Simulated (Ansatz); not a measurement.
# CH6AlBOSi: basis-set convergence

The task here is to estimate one member of a computed series from the others.

Program: Ansatz 0.2.0, Gaussian basis. Level of theory: one geometry, several basis sets. These are calculated values, not measurements.

Levels to be run: PBE0-D4/def2-SVP; ωB97M-V/def2-SVP; PBE0-D4/def2-QZVPP; ωB97M-V/def2-QZVPP; the functionals' def2-TZVPP values are taken from earlier runs.

### Structure used throughout

All runs share one geometry, relaxed beforehand with PBE0-D4 in a triple-zeta def2 set.

SMILES `C[Si]1(O)[BH][AlH]1`, 11 atoms, charge 0, spin multiplicity 1.

Atoms are counted from 1 here; the program's logs count them from 0.

Bond lengths: C1–Si2 1.878 Å, C1–H6 1.093 Å, C1–H7 1.093 Å, C1–H8 1.100 Å, Si2–O3 1.646 Å, Si2–B4 1.843 Å, Si2–Al5 2.717 Å, O3–H9 0.960 Å, B4–Al5 1.960 Å, B4–H10 1.189 Å, Al5–H11 1.589 Å. Angles: Si2–C1–H6 109.7°, Si2–C1–H7 109.7°, Si2–C1–H8 115.9°, H6–C1–H7 108.1°, H6–C1–H8 106.6°, H7–C1–H8 106.6°, C1–Si2–O3 102.9°, C1–Si2–B4 124.0°, C1–Si2–Al5 77.8°, O3–Si2–B4 133.1°, O3–Si2–Al5 179.3°, B4–Si2–Al5 46.1°, Si2–O3–H9 115.2°, Si2–B4–Al5 91.1°, Si2–B4–H10 135.7°, Al5–B4–H10 133.1°, Si2–Al5–B4 42.7°, Si2–Al5–H11 133.4° and more.

Set-up of the first run:

File in.yaml:

```yaml
crystal:
  periodic: [false, false, false]
  atoms:
    - {symbol: C, position_ang: [-1.175877, -0.321006, 0.703385]}
    - {symbol: Si, position_ang: [0.597459, 0.247526, 0.461682]}
    - {symbol: O, position_ang: [1.086454, 0.587444, 1.996518]}
    - {symbol: B, position_ang: [1.434438, 0.343111, -1.178055]}
    - {symbol: Al, position_ang: [-0.176901, -0.309103, -2.082485]}
    - {symbol: H, position_ang: [-1.196941, -1.190277, 1.365733]}
    - {symbol: H, position_ang: [-1.758119, 0.476459, 1.172244]}
    - {symbol: H, position_ang: [-1.717124, -0.608990, -0.209543]}
    - {symbol: H, position_ang: [1.990655, 0.900479, 2.077272]}
    - {symbol: H, position_ang: [2.511967, 0.660671, -1.566478]}
    - {symbol: H, position_ang: [-1.530611, -0.843413, -2.719674]}
basis:
  gaussian: {orbitals: def2-SVP}
hamiltonian: {xc: pbe0, dispersion: d4}
output: {orbitals: {seedname: orbitals}}
```

On the command line:

```bash
$ ansatz run in.yaml --threads 4 --pin off --events-out ev --progress --plain --max-ram 10444MiB
```

Steps of the session up to this table: PBE0-D4 in def2-SVP; ωB97M-V in def2-SVP; PBE0-D4 in def2-QZVPP; ωB97M-V in def2-QZVPP.

One of the session's tables, all rows but one given; the rest of the session is left out.

It belongs to the step «Functionals by basis». 

```
functional       basis  HOMO (eV)  LUMO (eV)
   PBE0-D4    def2-SVP      -5.39      -1.30
   PBE0-D4  def2-TZVPP      -5.43      -1.36
   PBE0-D4  def2-QZVPP      -5.44      -1.40
   ωB97M-V    def2-SVP          ?          ?
   ωB97M-V  def2-TZVPP      -7.26       0.31
   ωB97M-V  def2-QZVPP      -7.27       0.14
```

Estimate the missing values for ωB97M-V, def2-SVP.

The run gave: HOMO (eV): -7.18; LUMO (eV): 0.45. In the column «HOMO (eV)» it lies between ωB97M-V, def2-TZVPP (-7.26) and PBE0-D4, def2-QZVPP (-5.44).
